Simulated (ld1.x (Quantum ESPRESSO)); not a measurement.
# Cu: generating and testing a TM potential

Task: generate the file, and judge it by its errors in other configurations, its logarithmic derivatives, its ghosts and its cutoff.

The numbers are computed with ld1.x (Quantum ESPRESSO) 7.5 (PBE, scalar-relativistic, spin-unpolarised reference atom).

## (1) The atom and the settings

The settings as typed:

| Property | Result |
| --- | --- |
| element | copper (Cu, Z = 29) |
| type | norm-conserving Troullier–Martins (Kleinman–Bylander form) |
| frozen core | [Ne] |
| valence charge | 19 |
| reference configuration | 3s2 3p6 3d10 4s1 4p0 |
| partial waves | 3p (bound): rc 1.20 bohr; 3d (bound): rc 1.55 bohr; 3s (bound): rc 0.80 bohr |
| occupied shells without a wave | 4s |
| local potential | the s channel |
| core correction | a·sin(br)/r model core inside 0.50 bohr |

The outer shells as boxes (Hund's rule for the drawing; the calculation is spin-unpolarised):

```
[Ne] core
3s [↑↓]
3p [↑↓][↑↓][↑↓]
3d [↑↓][↑↓][↑↓][↑↓][↑↓]
4s [↑ ]
4p [  ][  ][  ]
```

An earlier all-electron run gives the scale for the radii.

All-electron outer shells of the reference configuration (PBE, scalar-relativistic, ld1.x):

```
shell  level (eV)  outermost node (bohr)  outermost maximum (bohr)
   2s    -1062.47                   0.07                      0.20
   2p     -916.98                      –                      0.16
   3s     -114.70                   0.29                      0.61
   3p      -72.14                   0.26                      0.62
   3d       -5.04                      –                      0.60
   4s       -4.61                   0.89                      2.27
   4p       -0.70                   0.97                      3.65
```

## (2) Generation

Input file Cu.in:

```
 &input
   title='Cu', zed=29., rel=1, dft='PBE', iswitch=3,
   config='[Ar] 3d10 4s1 4p0',
   nld=3, rlderiv=1.70, eminld=-10.0, emaxld=5.0, deld=0.04
 /
 &inputp
   pseudotype=2, tm=.true., lloc=0,
   nlcc=.true., rcore=0.50,
   file_pseudopw='Cu.UPF', file_wfcaegen='ae.wfc', file_wfcncgen='nc.wfc', file_beta='beta', file_chi='chi'
 /
3
3P  2  1   6.00   0.00  1.20  1.20  0.0
3D  3  2  10.00   0.00  1.55  1.55  0.0
3S  1  0   2.00   0.00  0.80  0.80  0.0
 &test
   configts(1)='3s2 3p6 3d10 4s1 4p0'
 /
```

The run is started by

```sh
$ ld1.x < Cu.in > Cu.out
```

The output, Cu.out (without the banner and most projector matrices):

```text
     Program LD1 v.7.5
     --------------------------- All-electron run ----------------------------

     Cu
     scalar relativistic calculation

     atomic number is 29.00
     dft =PBE   lsd =0 sic =0 latt =0  beta=0.20 tr2=1.0E-14
     Exchange-correlation= PBE
                           (   1   4   3   4   0   0   0)
     mesh =1199 r(mesh) = 100.25372 a.u. xmin = -7.00 dx = 0.01250
     1 Ry =  13.60569312 eV, c = 137.03599908

     n l     nl                  e(Ry)          e(Ha)          e(eV)
     1 0     1S 1( 2.00)      -650.5489      -325.2745     -8851.1694
     2 0     2S 1( 2.00)       -78.0904       -39.0452     -1062.4738
     2 1     2P 1( 6.00)       -67.3965       -33.6983      -916.9763
     3 0     3S 1( 2.00)        -8.4305        -4.2153      -114.7030
     3 1     3P 1( 6.00)        -5.3024        -2.6512       -72.1430
     3 2     3D 1(10.00)        -0.3703        -0.1851        -5.0378
     4 0     4S 1( 1.00)        -0.3388        -0.1694        -4.6093
     4 1     4P 1( 0.00)        -0.0512        -0.0256        -0.6967

     final scf error:  5.3E-15 reached in  32 iterations

     Etot =   -3309.701531 Ry,   -1654.850765 Ha,  -45030.783357 eV

     Ekin =    3358.932341 Ry,    1679.466170 Ha,   45700.602648 eV
     Encl =   -7969.314771 Ry,   -3984.657386 Ha, -108428.051175 eV
     Eh   =    1435.751702 Ry,     717.875851 Ha,   19534.397054 eV
     Exc  =    -135.070802 Ry,     -67.535401 Ha,   -1837.731883 eV

     normalization and overlap integrals

     s(1S/1S) =  1.000000  <r> =   0.0521  <r2> =    0.0037  r(max) =   0.0341
     s(2S/2S) =  1.000000  <r> =   0.2352  <r2> =    0.0653  r(max) =   0.1960
     s(2P/2P) =  1.000000  <r> =   0.2064  <r2> =    0.0523  r(max) =   0.1585
     s(3S/3S) =  1.000000  <r> =   0.7119  <r2> =    0.5863  r(max) =   0.6112
     s(3P/3P) =  1.000000  <r> =   0.7494  <r2> =    0.6650  r(max) =   0.6189
     s(3D/3D) =  1.000000  <r> =   1.0474  <r2> =    1.5756  r(max) =   0.6036
     s(4S/4S) =  1.000000  <r> =   2.9362  <r2> =   10.2155  r(max) =   2.2710
     s(4P/4P) =  1.000000  <r> =   5.1791  <r2> =   33.4210  r(max) =   3.6517

     ------------------------ End of All-electron run ------------------------

     --------------------- Generating NC pseudopotential ---------------------

      Generating local pot.: lloc=0, matching radius rcloc =   0.8000

      Computing core charge for nlcc:

       r > 0.50 : true rho core
       r < 0.50 : rho core = a sin(br)/r    a=   8.03  b=   5.55

      Integrated core pseudo-charge :   1.85

      Wfc   3P  rcut= 1.200  Using Troullier-Martins method

      Wfc   3D  rcut= 1.541  Using Troullier-Martins method

     ------------------- End of pseudopotential generation -------------------

     [... the all-electron block is printed once more ...]


     Computing logarithmic derivative in   1.69295
     Computing logarithmic derivative in   1.69295
     Computing the partial wave expansion
       no projector for channel:   0
     R is outside the sphere for l=    1 j= 0.00
     R is outside the sphere for l=    2 j= 0.00

     ---------------------- Testing the pseudopotential ----------------------

     Cu
     scalar relativistic calculation

     atomic number is 29.00   valence charge is 19.00
     dft =PBE   lsd =0 sic =0 latt =0  beta=0.20 tr2=1.0E-14
     mesh =1199 r(mesh) = 100.25372 xmin = -7.00 dx = 0.01250

     n l     nl             e AE (Ry)        e PS (Ry)    De AE-PS (Ry)
     1 0     3S   1( 2.00)       -8.43051       -8.43070        0.00019
     2 1     3P   1( 6.00)       -5.30241       -5.30242        0.00001
     3 2     3D   1(10.00)       -0.37027       -0.37027        0.00000
     2 0     4S   1( 1.00)       -0.33878       -0.34520        0.00642  !
     3 1     4P   1( 0.00)       -0.05121       -0.05169        0.00049

     eps = 5.6E-15  iter = 18

     Etot =   -3309.701531 Ry,   -1654.850765 Ha,  -45030.783357 eV
     Etotps =  -384.569192 Ry,    -192.284596 Ha,   -5232.330407 eV

     Ekin =     200.255204 Ry,     100.127602 Ha,    2724.610850 eV
     Encl =    -827.687721 Ry,    -413.843860 Ha,  -11261.265128 eV
     Ehrt =     340.366312 Ry,     170.183156 Ha,    4630.919589 eV
     Ecxc =     -40.310201 Ry,     -20.155100 Ha,    -548.448221 eV
     (Ecc =      -2.000901 Ry,      -1.000451 Ha,     -27.223648 eV)
     Epseu=     -57.192786 Ry,     -28.596393 Ha,    -778.147498 eV

     ---------------------- End of pseudopotential test ----------------------
```

Run time: 1.6 s. Hardware: 1 thread, shared host. (Generation and the later configuration tests together.)

Partial waves on a coarse radial grid (AE all-electron, PS pseudo):

```tsv
r (bohr)	3p AE	3p PS	3d AE	3d PS
0.078	-0.5301	0.0522	0.0588	0.0067
0.155	-0.6030	0.1971	0.2494	0.0496
0.232	-0.1916	0.4091	0.4800	0.1519
0.310	0.3362	0.6544	0.6830	0.3186
0.388	0.7724	0.8883	0.8300	0.5277
0.465	1.0563	1.0721	0.9198	0.7396
0.542	1.2031	1.1876	0.9630	0.9191
0.620	1.2447	1.2300	0.9714	1.0401
0.698	1.2131	1.2070	0.9553	1.0906
0.775	1.1387	1.1382	0.9243	1.0796
0.852	1.0413	1.0426	0.8845	1.0261
0.930	0.9335	0.9345	0.8396	0.9494
1.008	0.8254	0.8257	0.7931	0.8670
1.085	0.7236	0.7236	0.7473	0.7907
1.162	0.6295	0.6295	0.7028	0.7244
1.240	0.5433	0.5433	0.6597	0.6681
1.318	0.4667	0.4667	0.6187	0.6211
1.395	0.4001	0.4001	0.5807	0.5811
1.472	0.3420	0.3420	0.5451	0.5451
1.550	0.2910	0.2910	0.5114	0.5114
1.628	0.2471	0.2471	0.4800	0.4800
1.705	0.2099	0.2099	0.4511	0.4511
1.782	0.1781	0.1781	0.4242	0.4242
1.860	0.1505	0.1505	0.3988	0.3988
1.938	0.1271	0.1271	0.3751	0.3751
2.015	0.1075	0.1075	0.3533	0.3533
```

## (3) Configuration tests

Input file Cu.test.in:

```
 &input
   title='Cu', zed=29., rel=1, dft='PBE', iswitch=2,
   config='[Ar] 3d10 4s1 4p0'
 /
 &test
   file_pseudo='Cu.UPF', nconf=8,
   configts(1)='3s2 3p6 3d10 4s1 4p0',
   configts(2)='3s2 3p6 3d10 4s0 4p0',
   configts(3)='3s2 3p6 3d9 4s0 4p0',
   configts(4)='3s2 3p6 3d8 4s0 4p0',
   configts(5)='3s2 3p6 3d9 4s1 4p0',
   configts(6)='3s2 3p6 3d10 4s0 4p1',
   configts(7)='3s2 3p5 3d10 4s1 4p0',
   configts(8)='3s2 3p6 3d9 4s1 4p1'
 /
```

The run is started by

```sh
$ ld1.x < Cu.test.in > Cu.test.out
```

Cu.test.out, the pseudopotential blocks:

```text
     ---------------------- Testing the pseudopotential ----------------------

     Cu
     scalar relativistic calculation

     atomic number is 29.00   valence charge is 19.00
     dft =PBE   lsd =0 sic =0 latt =0  beta=0.20 tr2=1.0E-14
     mesh =1199 r(mesh) = 100.25372 xmin = -7.00 dx = 0.01250

     n l     nl             e AE (Ry)        e PS (Ry)    De AE-PS (Ry)
     1 0     3S   1( 2.00)       -8.43051       -8.43070        0.00019
     2 1     3P   1( 6.00)       -5.30241       -5.30242        0.00001
     3 2     3D   1(10.00)       -0.37027       -0.37027        0.00000
     2 0     4S   1( 1.00)       -0.33878       -0.34520        0.00642  !
     3 1     4P   1( 0.00)       -0.05121       -0.05169        0.00049

     eps = 9.0E-16  iter = 16

     Etot =   -3309.701531 Ry,   -1654.850765 Ha,  -45030.783357 eV
     Etotps =  -384.569194 Ry,    -192.284597 Ha,   -5232.330432 eV

     Ekin =     200.255202 Ry,     100.127601 Ha,    2724.610821 eV
     Encl =    -827.687721 Ry,    -413.843860 Ha,  -11261.265133 eV
     Ehrt =     340.366312 Ry,     170.183156 Ha,    4630.919595 eV
     Ecxc =     -40.310201 Ry,     -20.155100 Ha,    -548.448221 eV
     (Ecc =      -2.000901 Ry,      -1.000451 Ha,     -27.223648 eV)
     Epseu=     -57.192786 Ry,     -28.596393 Ha,    -778.147494 eV

     ---------------------- End of pseudopotential test ----------------------

     ---------------------- Testing the pseudopotential ----------------------

     Cu
     [...]
     n l     nl             e AE (Ry)        e PS (Ry)    De AE-PS (Ry)
     1 0     3S   1( 2.00)       -9.06400       -9.07729        0.01329  !
     2 1     3P   1( 6.00)       -5.93825       -5.95096        0.01271  !
     3 2     3D   1(10.00)       -1.00387       -1.01846        0.01459  !
     2 0     4S   1( 0.00)       -0.87409       -0.89971        0.02562  !
     3 1     4P   1( 0.00)       -0.48142       -0.50426        0.02285  !

     eps = 2.2E-15  iter = 16

     Etot =   -3309.102669 Ry,   -1654.551334 Ha,  -45022.635421 eV
     Etotps =  -383.954352 Ry,    -191.977176 Ha,   -5223.965087 eV
     dEtot_ae =       0.598862 Ry
     dEtot_ps =       0.614841 Ry,   Delta E=      -0.015979 Ry

     [...]
     ---------------------- End of pseudopotential test ----------------------

     ---------------------- Testing the pseudopotential ----------------------

     Cu
     [...]
     n l     nl             e AE (Ry)        e PS (Ry)    De AE-PS (Ry)
     1 0     3S   1( 2.00)      -10.31083      -10.33277        0.02195  !
     2 1     3P   1( 6.00)       -7.17487       -7.19644        0.02156  !
     3 2     3D   1( 9.00)       -2.17762       -2.19617        0.01855  !
     2 0     4S   1( 0.00)       -1.64243       -1.68265        0.04022  !
     3 1     4P   1( 0.00)       -1.12816       -1.16459        0.03644  !

     eps = 3.2E-15  iter = 17

     Etot =   -3307.534761 Ry,   -1653.767381 Ha,  -45001.302955 eV
     Etotps =  -382.369198 Ry,    -191.184599 Ha,   -5202.397973 eV
     dEtot_ae =       2.166770 Ry
     dEtot_ps =       2.199995 Ry,   Delta E=      -0.033226 Ry

     [...]
     ---------------------- End of pseudopotential test ----------------------

     ---------------------- Testing the pseudopotential ----------------------

     Cu
     [...]
     n l     nl             e AE (Ry)        e PS (Ry)    De AE-PS (Ry)
     1 0     3S   1( 2.00)      -11.81043      -11.83793        0.02750  !
     2 1     3P   1( 6.00)       -8.65850       -8.68619        0.02769  !
     3 2     3D   1( 8.00)       -3.59499       -3.60657        0.01158  !
     2 0     4S   1( 0.00)       -2.53770       -2.59385        0.05615  !
     3 1     4P   1( 0.00)       -1.91536       -1.96473        0.04937  !

     eps = 7.5E-15  iter = 12

     Etot =   -3304.666857 Ry,   -1652.333428 Ha,  -44962.283127 eV
     Etotps =  -379.484707 Ry,    -189.742354 Ha,   -5163.152473 eV
     dEtot_ae =       5.034674 Ry
     dEtot_ps =       5.084486 Ry,   Delta E=      -0.049812 Ry

     [...]
     ---------------------- End of pseudopotential test ----------------------

     ---------------------- Testing the pseudopotential ----------------------

     Cu
     [...]
     n l     nl             e AE (Ry)        e PS (Ry)    De AE-PS (Ry)
     1 0     3S   1( 2.00)       -9.50984       -9.51850        0.00866  !
     2 1     3P   1( 6.00)       -6.37323       -6.38190        0.00868  !
     3 2     3D   1( 9.00)       -1.38593       -1.39030        0.00438
     2 0     4S   1( 1.00)       -0.99920       -1.01984        0.02064  !
     3 1     4P   1( 0.00)       -0.56486       -0.57745        0.01258  !

     eps = 3.7E-15  iter = 15

     Etot =   -3308.850568 Ry,   -1654.425284 Ha,  -45019.205425 eV
     Etotps =  -383.715308 Ry,    -191.857654 Ha,   -5220.712732 eV
     dEtot_ae =       0.850962 Ry
     dEtot_ps =       0.853885 Ry,   Delta E=      -0.002923 Ry

     [...]
     ---------------------- End of pseudopotential test ----------------------

     ---------------------- Testing the pseudopotential ----------------------

     Cu
     [...]
     n l     nl             e AE (Ry)        e PS (Ry)    De AE-PS (Ry)
     1 0     3S   1( 2.00)       -8.58689       -8.58588       -0.00101
     2 1     3P   1( 6.00)       -5.46003       -5.45865       -0.00139
     3 2     3D   1(10.00)       -0.52571       -0.52549       -0.00022
     2 0     4S   1( 0.00)       -0.44612       -0.45293        0.00681  !
     3 1     4P   1( 1.00)       -0.12603       -0.12281       -0.00323

     eps = 8.2E-15  iter = 14

     Etot =   -3309.397502 Ry,   -1654.698751 Ha,  -45026.646835 eV
     Etotps =  -384.256650 Ry,    -192.128325 Ha,   -5228.078058 eV
     dEtot_ae =       0.304029 Ry
     dEtot_ps =       0.312544 Ry,   Delta E=      -0.008515 Ry

     [...]
     ---------------------- End of pseudopotential test ----------------------

     ---------------------- Testing the pseudopotential ----------------------

     Cu
     [...]
     n l     nl             e AE (Ry)        e PS (Ry)    De AE-PS (Ry)
     1 0     3S   1( 2.00)       -9.58993       -9.62811        0.03818  !
     2 1     3P   1( 5.00)       -6.45223       -6.48559        0.03336  !
     3 2     3D   1(10.00)       -1.44585       -1.45776        0.01190  !
     2 0     4S   1( 1.00)       -1.00631       -1.02577        0.01946  !
     3 1     4P   1( 0.00)       -0.56762       -0.57953        0.01191  !

     eps = 8.9E-15  iter = 13

     Etot =   -3303.855838 Ry,   -1651.927919 Ha,  -44951.248655 eV
     Etotps =  -378.705506 Ry,    -189.352753 Ha,   -5152.550901 eV
     dEtot_ae =       5.845693 Ry
     dEtot_ps =       5.863687 Ry,   Delta E=      -0.017995 Ry

     [...]
     ---------------------- End of pseudopotential test ----------------------

     ---------------------- Testing the pseudopotential ----------------------

     Cu
     [...]
     n l     nl             e AE (Ry)        e PS (Ry)    De AE-PS (Ry)
     1 0     3S   1( 2.00)       -8.97493       -8.97359       -0.00134
     2 1     3P   1( 6.00)       -5.83772       -5.83657       -0.00115
     3 2     3D   1( 9.00)       -0.85163       -0.84588       -0.00575  !
     2 0     4S   1( 1.00)       -0.52491       -0.52992        0.00501  !
     3 1     4P   1( 1.00)       -0.15499       -0.14978       -0.00521  !

     eps = 5.0E-15  iter = 17

     Etot =   -3309.200967 Ry,   -1654.600483 Ha,  -45023.972836 eV
     Etotps =  -384.068423 Ry,    -192.034212 Ha,   -5225.517103 eV
     dEtot_ae =       0.500564 Ry
     dEtot_ps =       0.500770 Ry,   Delta E=      -0.000206 Ry

     [...]
     ---------------------- End of pseudopotential test ----------------------
```

Energies count from the reference configuration 3s2 3p6 3d10 4s1 4p0; the error is all-electron less pseudo.

```tsv
valence configuration	charge	ΔE all-electron (eV)	error AE − PS (meV)
3s2 3p6 3d10 4s0 4p0	+1	8.148	-217
3s2 3p6 3d9 4s0 4p0	+2	29.480	-452
3s2 3p6 3d8 4s0 4p0	+3	68.500	-678
3s2 3p6 3d9 4s1 4p0	+1	11.578	-40
3s2 3p6 3d10 4s0 4p1	0	4.137	-116
3s2 3p5 3d10 4s1 4p0	+1	79.535	-245
3s2 3p6 3d9 4s1 4p1	0	6.811	-2.8
```

## (4) Scattering by logarithmic derivatives

Taken from the files of the generation run. The phase is arctan(r·u′/u) with u = r·R, unwrapped, with energies in Ry. A pole is an energy at which the radial function vanishes at the test radius. The pseudo phase is shifted by a multiple of π to meet the all-electron one at the reference energy. Levels narrower than the energy grid can be missing from the poles. The last column is the largest difference on the grid between −1 and +1 Ry.

| channel | radius (bohr) | reference (Ry) | poles AE | poles PS | window around the reference with phases within 0.05 rad (Ry) | largest difference near zero (rad) |
| --- | --- | --- | --- | --- | --- | --- |
| s | 1.69 | -8.43 | -8.31 | -8.31 | below 0.5 | 0.063 |
| p | 1.69 | -5.30 | -5.09 | -5.09 | the whole range | 0.008 |
| d | 1.69 | -0.37 | 0.25 | 0.26 | below 3.0 | 0.007 |

Phases (rad) along the scan:

```tsv
E (Ry)	s AE	s PS	p AE	p PS
-10.00	1.340	1.340	1.368	1.368
-9.52	1.318	1.318	1.361	1.361
-9.04	1.262	1.262	1.353	1.353
-8.56	0.154	0.149	1.344	1.344
-8.08	-1.680	-1.681	1.333	1.333
-7.60	-1.744	-1.744	1.319	1.319
-7.12	-1.771	-1.771	1.299	1.299
-6.64	-1.789	-1.789	1.267	1.267
-6.16	-1.805	-1.805	1.201	1.201
-5.68	-1.821	-1.821	0.886	0.885
-5.20	-1.837	-1.837	-1.474	-1.474
-4.72	-1.854	-1.854	-1.697	-1.697
-4.24	-1.873	-1.874	-1.759	-1.759
-3.76	-1.896	-1.897	-1.794	-1.794
-3.28	-1.922	-1.924	-1.822	-1.823
-2.80	-1.954	-1.956	-1.848	-1.849
-2.32	-1.994	-1.997	-1.875	-1.876
-1.84	-2.045	-2.050	-1.905	-1.906
-1.36	-2.113	-2.119	-1.940	-1.941
-0.88	-2.207	-2.217	-1.982	-1.984
-0.40	-2.343	-2.360	-2.035	-2.037
0.08	-2.549	-2.580	-2.104	-2.108
0.56	-2.860	-2.913	-2.200	-2.206
1.04	-3.276	-3.345	-2.338	-2.349
1.52	-3.687	-3.751	-2.547	-2.565
2.00	-3.991	-4.040	-2.861	-2.892
2.48	-4.192	-4.228	-3.277	-3.317
2.96	-4.325	-4.353	-3.685	-3.723
3.44	-4.418	-4.441	-3.986	-4.015
3.92	-4.485	-4.504	-4.186	-4.207
4.40	-4.536	-4.553	-4.318	-4.335
4.88	-4.576	-4.592	-4.410	-4.423
```

## (5) Cutoff and ghost test in a Bessel basis

A separate test, outside the generator: the pseudo-atom's Hamiltonian at the reference potential is diagonalised in spherical Bessel functions j_l(qr) that vanish at 20 bohr, with q² up to the cutoff.

All-electron valence levels (Ry): 3p -5.3024, 4p -0.0512, 3d -0.3703, 3s -8.4305, 4s -0.3388. The lowest levels of each channel (Ry) by cutoff; the last column sums, over occupied levels, occupation times the distance from the level at 400 Ry. A positive value at high cutoff is not a bound level.

```tsv
cutoff (Ry)	p #1	p #2	d #1	s #1	s #2	f #1	Σ f·Δε (mRy)
8	-1.1677	0.0047	0.0630	-6.5472	-0.2212	0.1122	33032.0
18	-3.0337	-0.0193	0.0629	-7.6108	-0.3034	0.1122	19624.9
35	-4.7360	-0.0412	0.0625	-7.7043	-0.3092	0.1122	9215.2
55	-5.2110	-0.0494	0.0165	-8.0969	-0.3255	0.1122	5102.9
90	-5.3011	-0.0515	-0.3528	-8.3820	-0.3422	0.1122	283.4
140	-5.3020	-0.0516	-0.3699	-8.4008	-0.3439	0.1122	67.2
230	-5.3024	-0.0516	-0.3703	-8.4281	-0.3450	0.1122	5.2
400	-5.3024	-0.0516	-0.3703	-8.4305	-0.3452	0.1122	0.0
```

The sum stays within 10 mRy from 230 Ry and within 1 mRy only somewhere over 300 Ry. The sum leaves out empty levels, which can need more. Ghost test: no level below the all-electron spectrum of its channel (p, d, s, f tested).

## (6) What came out

| quantity | value |
| --- | --- |
| cutoffs for 10 and 1 mRy, occupied levels | 230 Ry and over 300 Ry |
| bound ghosts | none found |
| largest miss of a reference level | 87 meV (4s) |
| largest test error (AE − PS) | -678 meV, for 3s2 3p6 3d8 4s0 4p0 |
| largest phase difference near zero energy, channels read | 0.063 rad |

In words: Already in the reference configuration the 4s level is off by 87 meV; it has no partial wave or projector of its own. The worst unpolarised test, 3s2 3p6 3d8 4s0 4p0, is off by 678 meV on 68.5 eV; by total energies transferability rates as poor. That test lies far up in energy; among those under 40 eV, nearer to bonding, the largest error is 452 meV. The potential is very hard: the looser tolerance needs 230 Ry. The tighter tolerance needs over 300 Ry, and converged work needs a cutoff nearer that. The slowest occupied level is 3s: taken alone it needs 300 Ry to come within 1 mRy, against 180 Ry for 4s. No bound ghost shows below the valence levels. Of the channels read, s scatters worst near zero energy, by up to 0.06 rad.
